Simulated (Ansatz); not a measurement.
The system is Y3Ge.

```
Y Ge
1.0
    -2.26539    2.26539    5.19702
     2.26539   -2.26539    5.19702
     2.26539    2.26539   -5.19702
Y Ge
3 1
Direct
  0.50000 0.50000 0.00000
  0.25000 0.75000 0.50000
  0.75000 0.25000 0.50000
  0.00000 0.00000 0.00000
```

The cell comes from a database or a generator and needn't be the stable form of this composition.

```yaml
Program: Ansatz 0.2.0
Task: relaxation of cell and atoms
Functional: BLYP
Potentials_or_basis: Ansatz PAW
Cutoff: "420 eV (not typed: the program's choice for these potentials)"
k_mesh: 6 × 6 × 6
Occupations: fermi-dirac, width 0.05 eV
Spin: no spin polarisation
```

At the start: volume 26.67 Å³/atom.

Question: Where does the relaxation end?

Answer: It ends after 5 steps and the volume is 27.79 Å³/atom (+4.2 %); space group I4/mmm (No. 139, to 0.05 Å).

The path:
| step | energy change (eV) | largest force (eV/Å) | volume (Å³) |
| --- | --- | --- | --- |
| 1 | 0.0000 | 0.0000 | 106.68 |
| 2 | -0.0262 | 0.0000 | 112.32 |
| 3 | -0.0290 | 0.0000 | 111.24 |
| 4 | -0.0291 | 0.0000 | 111.16 |
| 5 | -0.0294 | 0.0000 | 111.16 |

Final structure:
```yaml
crystal:
  lattice:
    - [-2.28599, 2.28599, 5.31796]
    - [2.28599, -2.28599, 5.31796]
    - [2.28599, 2.28599, -5.31796]
  atoms:
    - { symbol: Y, position: [0.50000, 0.50000, 0.00000] }
    - { symbol: Y, position: [0.25000, 0.75000, 0.50000] }
    - { symbol: Y, position: [0.75000, 0.25000, 0.50000] }
    - { symbol: Ge, position: [0.00000, 0.00000, 0.00000] }
```

Caveat: the plane-wave basis is chosen anew once the cell has moved, so the energies of steps on either side of that aren't comparable; the PAW data sets come from PBE, with cores solved anew for the run's functional, which leaves a small shift of forces and pressure.
